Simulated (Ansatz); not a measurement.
# ZrS: a single-point run

Aim: a sound single-point run of ZrS. The structure is shown as the input types it.

Method: DFT, PBEsol, norm-conserving pseudopotentials, Ansatz's default files, scalar-relativistic, in Ansatz 0.2.0.

### Step 1. The starting structure

The structure is tetragonal, space group I4mm (No. 107). Conventional cell: a = 3.710 Å, b = 3.710 Å, c = 5.247 Å, α = 90.00°, β = 90.00°, γ = 90.00°. Zr (site symmetry 4mm) has 1 S at 1.52 Å in its first shell of neighbours. Around S (site symmetry 4mm) lie 1 Zr at 1.52 Å.

As a file:

```
Zr S
1.0
     0.00000    2.62351    2.62351
     2.62351    0.00000    2.62351
     2.62351    2.62351    0.00000
Zr S
1 1
Direct
  0.89500 0.89500 0.10500
  0.60500 0.60500 0.39500
```

### Step 2. Running it

File input.yaml:

```yaml
crystal:
  lattice:
    - [0.0, 2.623508, 2.623508]
    - [2.623508, 0.0, 2.623508]
    - [2.623508, 2.623508, 0.0]
  atoms:
    - { symbol: Zr, position: [-0.105, -0.105, 0.105] }
    - { symbol: S, position: [0.605, 0.605, 0.395] }
kpoints:
  mp_grid: { grid: [10, 10, 10] }
scf:
  occupations: { method: fermi_dirac, width: 0.05 }
  max_iter: 80
hamiltonian:
  xc: pbesol
  pseudopotentials: { kind: nc }
output:
  forces: true
  stress: true
  eigenvalues: true
  populations: true
basis:
  ecutwfc: "80 eV"
```

On the command line:

```console
$ ansatz run input.yaml --threads 1 --pin off --max-ram 2048MiB --backend cpu --events-out ev --progress --plain --runs-dir out
```

What happens when this is run?

This run ends as converged, with warnings (cutoff below recommended). It gives a pressure of 241 GPa and a largest force of 113.9 eV/Å, which is large; a structure far from rest gives such values too, whatever the setting.

In the input, basis.ecutwfc is 80 eV. The cutoff lies far under what these potentials need.

The test: delete basis.ecutwfc (the default then holds).
